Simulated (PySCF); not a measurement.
# C₇H₆Si: circular dichroism and optical rotation, excited states, first hyperpolarisability

Wanted: circular dichroism and optical rotation, excited states, first hyperpolarisability for C₇H₆Si (`C#CC=C=C([SiH3])C#C`).

Computed with PySCF 2.14.0 and routines of our own; the level stands in each step. Atoms count from 0.

## 1. The system as given

14 atoms, charge 0, multiplicity 1; geometry from: GFN2-xTB.

## 2. Optimising the geometry at PBE0-D3(BJ)/def2-SVP

The job: settings as JSON, then the geometry in Å.

```
{"job": {"xc": "PBE0", "basis": "def2-SVP", "d3": "d3bj", "grid": 2, "kind": "geom"}, "charge": 0, "multiplicity": 1}
C      3.699374     0.618463    -0.246545
C      2.738840     0.124608     0.277705
C      1.621663    -0.469608     0.905109
C      0.391067    -0.217740     0.548313
C     -0.830000    -0.034116     0.132913
Si    -1.592531    -1.142023    -1.214693
C     -1.655562     0.988704     0.649068
C     -2.394162     1.840927     1.061494
H      4.538853     1.049103    -0.704368
H      1.836892    -1.146025     1.725473
H     -1.945684    -0.292613    -2.353725
H     -0.593277    -2.144905    -1.581867
H     -2.792308    -1.768101    -0.654335
H     -3.023843     2.592853     1.433291
```

Command:

```
> OMP_NUM_THREADS=1 python excited_run.py task.json out
```

The driver reads the jobs from task.json and runs them one after another.

Standard output:

```text
step   0  E = -558.90148577  max force = 0.017007
step   1  E = -558.90519953  max force = 0.002637
step   2  E = -558.90524688  max force = 0.001124
step   3  E = -558.90525726  max force = 0.000793
step   4  E = -558.90526317  max force = 0.000240
optimisation converged
```

Wall time 42 s (1 thread of Intel Xeon Platinum 8488C, shared host); peak memory 0.72 GiB.

Step by step:

```
step  energy from step 0 (eV)  largest force component (eV/Å)
   0                   0.0000                          0.8745
   1                  -0.1011                          0.1356
   2                  -0.1023                          0.0578
   3                  -0.1026                          0.0408
   4                  -0.1028                          0.0123
```

Distances of close pairs at the start and the end, largest changes first:

```
   bond  before (Å)  after (Å)  change (Å)
Si5–H10       1.464      1.492      +0.028
Si5–H12       1.465      1.492      +0.027
Si5–H11       1.463      1.490      +0.027
  C0–H8       1.049      1.074      +0.025
 C7–H13       1.049      1.074      +0.025
  C2–H9       1.085      1.099      +0.014
  C4–C6       1.412      1.425      +0.013
  C6–C7       1.201      1.214      +0.013
```

The final coordinates are the input of the step that follows.

```
                         at the end point                value
  point group (found at 0.08 Å tolerance)                   C1
rotational constants (GHz, main isotopes)  2.506, 0.902, 0.721
                        dipole moment (D)                 0.30
```

## 3. Circular dichroism and optical rotation: TDDFT CAM-B3LYP/aug-cc-pVDZ

The job: settings as JSON, then the geometry in Å.

```
{"job": {"kind": "ecd", "xc": "CAM-B3LYP", "basis": "aug-cc-pVDZ", "nstates": 12}, "charge": 0, "multiplicity": 1}
C      3.702881     0.401159    -0.377844
C      2.717181    -0.077786     0.142235
C      1.581188    -0.659782     0.773294
C      0.334844    -0.406261     0.430082
C     -0.909706    -0.204860     0.054539
Si    -1.642621    -1.336858    -1.282999
C     -1.744771     0.820531     0.586349
C     -2.515473     1.666893     0.989490
H      4.571226     0.829688    -0.842547
H      1.762111    -1.360449     1.600657
H     -2.033556    -0.511903    -2.462882
H     -0.607899    -2.339050    -1.663733
H     -2.853205    -2.017084    -0.736666
H     -3.183194     2.423196     1.357945
```

Level: TDDFT CAM-B3LYP/aug-cc-pVDZ circular dichroism and optical rotation, one conformer, gas phase.

Standard output:

```text
coarse grid: 12952 points
cycle   1  E = -559.4329149595  dE =  1.194e+00  |g| = 3.461e-01  |ddm| = 2.655e+01
cycle   2  E = -559.4511124493  dE = -1.820e-02  |g| = 2.764e-01  |ddm| = 2.717e+00
cycle   3  E = -559.4693558259  dE = -1.824e-02  |g| = 1.141e-01  |ddm| = 1.399e+00
cycle   4  E = -559.4726271899  dE = -3.271e-03  |g| = 4.276e-02  |ddm| = 4.354e-01
cycle   5  E = -559.4730964983  dE = -4.693e-04  |g| = 9.858e-03  |ddm| = 1.567e-01
cycle   6  E = -559.4731196075  dE = -2.311e-05  |g| = 3.685e-03  |ddm| = 4.388e-02
cycle   7  E = -559.4731234243  dE = -3.817e-06  |g| = 1.058e-03  |ddm| = 1.870e-02
final grid: 122616 points
cycle   8  E = -559.5015589635  dE = -1.030e-05  |g| = 1.950e-03  |ddm| = 2.722e-01
cycle   9  E = -559.5015591081  dE = -1.447e-07  |g| = 2.001e-03  |ddm| = 2.530e-02
cycle  10  E = -559.5015600711  dE = -9.630e-07  |g| = 5.617e-04  |ddm| = 8.853e-03
cycle  11  E = -559.5015601506  dE = -7.943e-08  |g| = 1.020e-04  |ddm| = 2.176e-03
cycle  12  E = -559.5015601525  dE = -1.908e-09  |g| = 7.282e-05  |ddm| = 6.703e-04
cycle  13  E = -559.5015601538  dE = -1.316e-09  |g| = 8.105e-06  |ddm| = 2.503e-04
cycle  14  E = -559.5015601538  dE = -3.956e-11  |g| = 4.366e-06  |ddm| = 5.926e-05
converged SCF energy = -559.5015601538

Singlet excitations and rotatory strengths (1e-40 esu^2 cm^2)
state   eV       nm     f(len)   f(vel)    R(len)    R(vel)   main configurations
  1   4.7121   263.1  0.00053  0.00056     1.929     1.758   H->L 0.88
  2   5.2278   237.2  0.00066  0.00050     0.791     0.679   H-1->L+1 0.85
  3   5.3923   229.9  0.00176  0.00179     4.928     4.836   H-2->L 0.79
  4   5.5178   224.7  0.74293  0.72270    -2.290    -1.464   H->L+1 0.58, H-1->L 0.22
  5   5.5974   221.5  0.04716  0.04555    22.995    22.581   H-1->L 0.56, H->L+1 0.19
  6   5.6387   219.9  0.00366  0.00370   -11.447   -11.213   H-3->L+1 0.65, H-2->L+1 0.12
  7   6.0758   204.1  0.00136  0.00130    -1.452    -1.434   H->L+12 0.31, H->L+2 0.24, H->L+5 0.08
  8   6.1497   201.6  0.00040  0.00037     0.575     0.614   H-1->L+6 0.18, H-1->L+10 0.16, H-1->L+9 0.10
  9   6.3821   194.3  0.00434  0.00429    -3.647    -3.524   H->L+2 0.46, H->L+12 0.16
 10   6.5380   189.6  0.01281  0.01253     2.034     1.921   H-1->L+2 0.66
 11   6.6759   185.7  0.01898  0.01848     5.531     5.449   H-2->L+1 0.50, H-3->L 0.15, H-3->L+1 0.10
 12   6.7822   182.8  0.26727  0.26232    11.403    11.222   H-3->L 0.61, H-2->L+1 0.16

Specific rotation (deg / (dm g/mL))
    nm     length   length(OI)   velocity    alpha(len)  alpha(vel)
  633.0      27.68      29.75      32.18      128.960    126.939
  589.3      35.14      37.65      40.41      130.056    128.011
  546.0      45.95      49.03      52.20      131.456    129.382
  436.0     112.18     118.29     122.62      137.677    135.469
  405.0     157.02     164.92     169.39      140.767    138.490
  365.0     265.94     277.77     281.52      146.614    144.207
  355.0     310.25     323.57     326.73      148.583    146.131
```

Run time: 93 s. Hardware: 1 thread of Intel Xeon Platinum 8488C, shared host; peak memory 1.1 GiB.

## 4. Excited states: TDA wB97X-D/def2-TZVP

Settings changed since step 3:

```diff
@@ -1,2 +1,2 @@
-{"job": {"kind": "ecd", "xc": "CAM-B3LYP", "basis": "aug-cc-pVDZ", "nstates": 12}, "charge": 0, "multiplicity": 1}
+{"job": {"kind": "states", "xc": "wB97X-D", "basis": "def2-TZVP", "tda": true, "soc": true, "nstates": 6, "ntriplets": 5, "nquad": 4}, "charge": 0, "multiplicity": 1}
 C      3.702881     0.401159    -0.377844
```

Level: TDA wB97X-D/def2-TZVP excited states, vertical, gas phase, spin-orbit mean-field couplings.

Standard output:

```text
coarse grid: 12952 points
cycle   1  E = -559.5981408514  dE =  1.166e+00  |g| = 3.922e-01  |ddm| = 3.909e+00
cycle   2  E = -559.6252498259  dE = -2.711e-02  |g| = 2.689e-01  |ddm| = 9.427e-01
cycle   3  E = -559.6410862572  dE = -1.584e-02  |g| = 1.032e-01  |ddm| = 3.182e-01
cycle   4  E = -559.6436146683  dE = -2.528e-03  |g| = 4.387e-02  |ddm| = 1.344e-01
cycle   5  E = -559.6440956571  dE = -4.810e-04  |g| = 8.582e-03  |ddm| = 5.605e-02
cycle   6  E = -559.6441149173  dE = -1.926e-05  |g| = 3.583e-03  |ddm| = 1.815e-02
cycle   7  E = -559.6441188513  dE = -3.934e-06  |g| = 1.195e-03  |ddm| = 6.980e-03
final grid: 122616 points
cycle   8  E = -559.6331450641  dE = -1.697e-04  |g| = 4.717e-03  |ddm| = 2.465e-01
cycle   9  E = -559.6331476383  dE = -2.574e-06  |g| = 2.228e-03  |ddm| = 1.972e-02
cycle  10  E = -559.6331482171  dE = -5.788e-07  |g| = 1.090e-03  |ddm| = 2.751e-03
cycle  11  E = -559.6331484766  dE = -2.595e-07  |g| = 4.534e-04  |ddm| = 1.318e-03
cycle  12  E = -559.6331485252  dE = -4.864e-08  |g| = 7.652e-05  |ddm| = 5.739e-04
cycle  13  E = -559.6331485271  dE = -1.861e-09  |g| = 3.008e-05  |ddm| = 1.791e-04
cycle  14  E = -559.6331485274  dE = -3.392e-10  |g| = 1.560e-05  |ddm| = 9.563e-05
converged SCF energy = -559.6331485274

Singlet excitations
state   eV       nm        f     d(h-e)  d(exc)  Lambda  PR(NTO)  |dmu|/D   mu/D   main configurations
  1   4.7384   261.7   0.00070   1.421   3.296   0.457   1.069    4.359    4.246   H->L 0.90
  2   5.3080   233.6   0.00072   1.636   3.387   0.410   1.088    5.037    5.116   H-1->L+1 0.88
  3   5.4147   229.0   0.00066   1.041   2.866   0.452   1.074    3.404    3.410   H-2->L 0.83
  4   5.6765   218.4   0.01955   1.136   2.826   0.430   1.049    4.146    3.971   H-3->L+1 0.74, H-2->L+1 0.12
  5   5.7206   216.7   0.79288   0.283   2.861   0.751   2.619                     H->L+1 0.37, H-1->L 0.37
  6   5.8220   213.0   0.03321   0.273   2.941   0.731   2.986                     H-1->L 0.35, H->L+1 0.34

Triplet excitations (Tamm-Dancoff)
state   eV     d(h-e)  d(exc)  Lambda  PR(NTO)   main configurations
  1   3.6004   0.104   2.662   0.790   2.148   H->L+1 0.45, H-1->L 0.45
  2   3.7908   0.119   2.698   0.795   2.141   H-1->L 0.47, H->L+1 0.45
  3   4.4431   1.357   3.229   0.457   1.061   H->L 0.89
  4   5.0360   1.574   3.314   0.409   1.065   H-1->L+1 0.87
  5   5.0981   0.871   2.746   0.451   1.166   H-2->L 0.77
S1 - T1 = 1.1381 eV

Spin-orbit couplings |<S|Hso|T>| (cm-1)
             T1       T2       T3       T4       T5
S0        1.041    1.365    6.702    7.487    4.473
S1        2.229    2.493    0.072    0.138    0.263
S2        0.714    4.067    0.077    0.099    1.292
S3        5.509    6.728    0.323    0.389    0.309
S4        5.198    4.815    0.489    1.412    0.674
S5        1.120    0.930    2.082    4.005   11.806
S6        0.257    0.212    2.238    2.488   12.650
T1 sublevels (cm-1): 0.000 0.001 0.003   radiative rates (1/s): 0.148 0.0182 0.044
```

It took 60 s on 1 thread of Intel Xeon Platinum 8488C, shared host; peak memory 1.1 GiB.

Key values:

```
  quantity    value
S1 less T1  1.14 eV
```

## 5. Excited states: TDDFT CAM-B3LYP/aug-cc-pVDZ

Settings changed since step 4:

```diff
@@ -1,2 +1,2 @@
-{"job": {"kind": "states", "xc": "wB97X-D", "basis": "def2-TZVP", "tda": true, "soc": true, "nstates": 6, "ntriplets": 5, "nquad": 4}, "charge": 0, "multiplicity": 1}
+{"job": {"kind": "states", "xc": "CAM-B3LYP", "basis": "aug-cc-pVDZ", "tpa": true, "nstates": 8, "nquad": 6, "ntriplets": 0}, "charge": 0, "multiplicity": 1}
 C      3.702881     0.401159    -0.377844
```

Method: TDDFT CAM-B3LYP/aug-cc-pVDZ excited states, vertical, gas phase, two-photon moments by quadratic response.

Standard output:

```text
coarse grid: 12952 points
cycle   1  E = -559.4329149595  dE =  1.194e+00  |g| = 3.461e-01  |ddm| = 2.655e+01
cycle   2  E = -559.4511124493  dE = -1.820e-02  |g| = 2.764e-01  |ddm| = 2.717e+00
cycle   3  E = -559.4693558259  dE = -1.824e-02  |g| = 1.141e-01  |ddm| = 1.399e+00
cycle   4  E = -559.4726271899  dE = -3.271e-03  |g| = 4.276e-02  |ddm| = 4.354e-01
cycle   5  E = -559.4730964983  dE = -4.693e-04  |g| = 9.858e-03  |ddm| = 1.567e-01
cycle   6  E = -559.4731196075  dE = -2.311e-05  |g| = 3.685e-03  |ddm| = 4.388e-02
cycle   7  E = -559.4731234243  dE = -3.817e-06  |g| = 1.058e-03  |ddm| = 1.870e-02
final grid: 122616 points
cycle   8  E = -559.5015589635  dE = -1.030e-05  |g| = 1.950e-03  |ddm| = 2.722e-01
cycle   9  E = -559.5015591081  dE = -1.447e-07  |g| = 2.001e-03  |ddm| = 2.530e-02
cycle  10  E = -559.5015600711  dE = -9.630e-07  |g| = 5.617e-04  |ddm| = 8.853e-03
cycle  11  E = -559.5015601506  dE = -7.943e-08  |g| = 1.020e-04  |ddm| = 2.176e-03
cycle  12  E = -559.5015601525  dE = -1.908e-09  |g| = 7.282e-05  |ddm| = 6.703e-04
cycle  13  E = -559.5015601538  dE = -1.316e-09  |g| = 8.105e-06  |ddm| = 2.503e-04
cycle  14  E = -559.5015601538  dE = -3.956e-11  |g| = 4.366e-06  |ddm| = 5.926e-05
converged SCF energy = -559.5015601538

Singlet excitations
state   eV       nm        f     d(h-e)  d(exc)  Lambda  PR(NTO)  |dmu|/D   mu/D   delta(TPA)   sigma/GM   main configurations
  1   4.7122   263.1   0.00053   1.427   3.369   0.433   1.082    4.346    4.201        0.35      0.003   H->L 0.88
  2   5.2278   237.2   0.00066   1.652   3.485   0.383   1.063    5.017    5.125        0.88      0.009   H-1->L+1 0.85
  3   5.3924   229.9   0.00176   0.987   2.888   0.423   1.050    3.169    3.216        0.48      0.005   H-2->L 0.79
  4   5.5180   224.7   0.74309   0.260   2.997   0.689   2.208    0.605    0.338        6.41      0.072   H->L+1 0.58, H-1->L 0.22
  5   5.5976   221.5   0.04710   0.309   3.008   0.661   2.533    0.709    0.666       44.38      0.509   H-1->L 0.56, H->L+1 0.19
  6   5.6387   219.9   0.00367   1.060   2.874   0.396   1.099    3.762    3.545        4.32      0.050   H-3->L+1 0.65, H-2->L+1 0.12
  7   6.0759   204.1   0.00136   0.380   3.282   0.325   1.338                                            H->L+12 0.31, H->L+2 0.24, H->L+5 0.08
  8   6.1498   201.6   0.00040   0.341   2.992   0.285   1.244                                            H-1->L+6 0.18, H-1->L+10 0.16, H-1->L+9 0.10
```

Run time: 58 s. Hardware: 1 thread of Intel Xeon Platinum 8488C, shared host; peak memory 1 GiB.

## 6. First hyperpolarisability: quadratic response CAM-B3LYP/aug-cc-pVDZ

Settings changed since step 5:

```diff
@@ -1,2 +1,2 @@
-{"job": {"kind": "states", "xc": "CAM-B3LYP", "basis": "aug-cc-pVDZ", "tpa": true, "nstates": 8, "nquad": 6, "ntriplets": 0}, "charge": 0, "multiplicity": 1}
+{"job": {"kind": "beta", "xc": "CAM-B3LYP", "basis": "aug-cc-pVDZ"}, "charge": 0, "multiplicity": 1}
 C      3.702881     0.401159    -0.377844
```

Level: quadratic response CAM-B3LYP/aug-cc-pVDZ first hyperpolarisability, Taylor convention, gas phase.

Standard output:

```text
coarse grid: 12952 points
cycle   1  E = -559.4329149595  dE =  1.194e+00  |g| = 3.461e-01  |ddm| = 2.655e+01
cycle   2  E = -559.4511124493  dE = -1.820e-02  |g| = 2.764e-01  |ddm| = 2.717e+00
cycle   3  E = -559.4693558259  dE = -1.824e-02  |g| = 1.141e-01  |ddm| = 1.399e+00
cycle   4  E = -559.4726271899  dE = -3.271e-03  |g| = 4.276e-02  |ddm| = 4.354e-01
cycle   5  E = -559.4730964983  dE = -4.693e-04  |g| = 9.858e-03  |ddm| = 1.567e-01
cycle   6  E = -559.4731196075  dE = -2.311e-05  |g| = 3.685e-03  |ddm| = 4.388e-02
cycle   7  E = -559.4731234243  dE = -3.817e-06  |g| = 1.058e-03  |ddm| = 1.870e-02
final grid: 122616 points
cycle   8  E = -559.5015589635  dE = -1.030e-05  |g| = 1.950e-03  |ddm| = 2.722e-01
cycle   9  E = -559.5015591081  dE = -1.447e-07  |g| = 2.001e-03  |ddm| = 2.530e-02
cycle  10  E = -559.5015600711  dE = -9.630e-07  |g| = 5.617e-04  |ddm| = 8.853e-03
cycle  11  E = -559.5015601506  dE = -7.943e-08  |g| = 1.020e-04  |ddm| = 2.176e-03
cycle  12  E = -559.5015601525  dE = -1.908e-09  |g| = 7.282e-05  |ddm| = 6.703e-04
cycle  13  E = -559.5015601538  dE = -1.316e-09  |g| = 8.105e-06  |ddm| = 2.503e-04
cycle  14  E = -559.5015601538  dE = -3.956e-11  |g| = 4.366e-06  |ddm| = 5.926e-05
converged SCF energy = -559.5015601538

Lowest singlets (eV, f): 4.7122 0.0005  5.2278 0.0007  5.3924 0.0018

First hyperpolarisability (au)
process     nm      |vector|   parallel      HRS      DR
static         -       99.60     -28.07      47.06   3.529
shg       1907.0      105.16     -30.15      49.49   3.568
eope      1907.0      101.39     -28.73          -       -
shg       1064.0      119.81     -35.93      55.92   3.653
eope      1064.0      105.58     -30.31          -       -
```

It took 45 s on 1 thread of Intel Xeon Platinum 8488C, shared host; peak memory 0.97 GiB.

## 7. Summary of results

| quantity | value |
| --- | --- |
| point group | C1 |
| rotational constants (main isotopes) | 2.51, 0.90, 0.72 GHz |
| state of largest rotatory strength (velocity form) among 12 (step 3, TDDFT CAM-B3LYP/aug-cc-pVDZ) | 5.60 eV, R = +22.6 (velocity), +23.0 (length) ·10⁻⁴⁰ esu² cm² |
| specific rotation at 633.0 nm (step 3, TDDFT CAM-B3LYP/aug-cc-pVDZ) | 32.2 (velocity), 27.7 (length) |
| S1 less T1 (step 4, TDA wB97X-D/def2-TZVP) | 1.14 eV |
| β vector (step 6, quadratic response CAM-B3LYP/aug-cc-pVDZ) | static 100, SHG 1907.0 nm 105, SHG 1064.0 nm 120 au |

What this shows: Relaxing lowered the energy by 0.103 eV in 4 steps; the close pair that moved most is Si5–H10, from 1.464 to 1.492 Å. Rotations belong to one conformer and to the handedness of the start. The length form depends on the origin in a finite basis. In step 4, the number of triplets below S1 is 3, and the largest singlet-triplet spin-orbit coupling is S6–T5, 12.65 cm⁻¹. β grows from 100 au (static) to 120 au for doubling at 1064.0 nm: normal dispersion, which grows as twice the photon energy moves toward the bright states.
